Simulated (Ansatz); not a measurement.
# CH9BN2Si: the cost of one run

All numbers below are computed with Ansatz 0.2.0 (UKS B3LYP-D4/STO-3G).

## Step 1: The starting structure

Bond lengths: B1–Si2 1.909 Å, Si2–N3 1.790 Å, Si2–N4 1.849 Å, N4–C5 1.454 Å, B1–H6 1.258 Å, B1–H7 1.157 Å, Si2–H8 1.437 Å, N3–H9 1.108 Å, N3–H10 1.027 Å, N4–H11 1.105 Å, C5–H12 1.126 Å, C5–H13 1.110 Å, C5–H14 1.106 Å. Angles (14 of 21 angles, heavy atoms first): B1–Si2–N3 109.8°, B1–Si2–N4 108.1°, N3–Si2–N4 109.1°, Si2–N4–C5 108.3°, B1–Si2–H8 111.0°, N3–Si2–H8 107.8°, N4–Si2–H8 110.9°, Si2–B1–H6 118.0°, Si2–B1–H7 123.8°, Si2–N3–H9 104.8°, Si2–N3–H10 106.9°, Si2–N4–H11 101.4°, C5–N4–H11 107.7°, N4–C5–H12 105.7°.

Coordinates:

```xyz
14

B    -1.5666    1.0292    1.5124
Si   -0.6670    0.3339   -0.0213
N    -0.0084    1.6793   -1.0004
N     0.7293   -0.7277    0.5635
C     1.2403   -1.4776   -0.5723
H    -2.5226    1.8258    1.3267
H    -1.2582    0.7909    2.6019
H    -1.5684   -0.4152   -0.8525
H     0.8435    2.0680   -0.4087
H     0.4057    1.2614   -1.8417
H     0.2018   -1.4390    1.2251
H     2.0393   -2.1526   -0.1564
H     1.6758   -0.7422   -1.2812
H     0.4424   -2.0634   -1.0662
```

## Step 2: Preparing the start

File input.yaml:

```yaml
crystal:
  periodic: [false, false, false]
  atoms:
    - { symbol: B, position_ang: [-1.5666, 1.0292, 1.5124] }
    - { symbol: Si, position_ang: [-0.667, 0.3339, -0.0213] }
    - { symbol: "N", position_ang: [-0.0084, 1.6793, -1.0004] }
    - { symbol: "N", position_ang: [0.7293, -0.7277, 0.5635] }
    - { symbol: C, position_ang: [1.2403, -1.4776, -0.5723] }
    - { symbol: H, position_ang: [-2.5226, 1.8258, 1.3267] }
    - { symbol: H, position_ang: [-1.2582, 0.7909, 2.6019] }
    - { symbol: H, position_ang: [-1.5684, -0.4152, -0.8525] }
    - { symbol: H, position_ang: [0.8435, 2.068, -0.4087] }
    - { symbol: H, position_ang: [0.4057, 1.2614, -1.8417] }
    - { symbol: H, position_ang: [0.2018, -1.439, 1.2251] }
    - { symbol: H, position_ang: [2.0393, -2.1526, -0.1564] }
    - { symbol: H, position_ang: [1.6758, -0.7422, -1.2812] }
    - { symbol: H, position_ang: [0.4424, -2.0634, -1.0662] }
magnetization:
  spin_polarized: true
basis:
  gaussian: { orbitals: STO-3G }
hamiltonian:
  xc: b3lyp
  dispersion: d4
relax:
  f_tol: 0.02
  max_steps: 40
```

The run is started by

```
$ ansatz run input.yaml --threads 1 --pin off --max-ram 2048MiB --backend cpu --events-out ev --progress --plain --runs-dir out
```

What time and memory should one allow on 1 thread of Arm Neoverse V1, shared host?

About 2.5 min, with a peak of 0.18 GiB.
